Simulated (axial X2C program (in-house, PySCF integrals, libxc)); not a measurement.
**A two-component session on TeGe⁻: EOM-EA-CCSD levels**

Wanted for TeGe⁻: EOM-EA-CCSD levels, at the two-component level.

Computed with an in-house X2C program for linear molecules on PySCF integrals. Level: two-component X2C with atomic mean-field terms, Te dyall-acv3z, Ge dyall-acv3z.

All values are calculated.

## Step 1: The job

task.json

```json
{
 "zs": [
  52,
  32
 ],
 "q": -1,
 "bas": [
  "dyall-acv3z",
  "dyall-acv3z"
 ],
 "r0": 2.39,
 "eom": "ea",
 "thr": -1.0,
 "nmax": 92,
 "grid": [
  1,
  0.96,
  1.045,
  0.92,
  1.09,
  1.15
 ],
 "rq": 0
}
```

Keys: zs atomic numbers; q charge; bas basis sets; r0 starting distance in Å; eom kind of EOM run; thr threshold in hartree for freezing inner shells (an s shell follows its p shell); nmax most natural virtual spinors; grid distances as factors.

The run is started by

```bash
> python soeom.py task.json out
```

Further steps of the session: EOM-EA-CCSD at 2.342 Å.

Q: Predict the outcome of this session. Wanted: next root led by one particle; T1 of the reference.

As calculated:

| quantity | value |
| --- | --- |
| lowest root at 2.342 Å | Ω = 1/2, 0.743 eV |
| next root led by one particle | Ω = 3/2, about 1360 cm⁻¹ higher |
| T1 of the reference | 0.029 |

What this shows: The added electron is bound by 0.74 eV in a spinor of 57% Ge pπ, 16% Te dπ, 10% Te pπ. Errors of 0.1 to 0.3 eV are usual at this size, and roots led by higher excitations are left out, so the list is incomplete, and low states of that kind can be missing. T1 or the largest double amplitude of the reference is raised, which lowers the reliability.
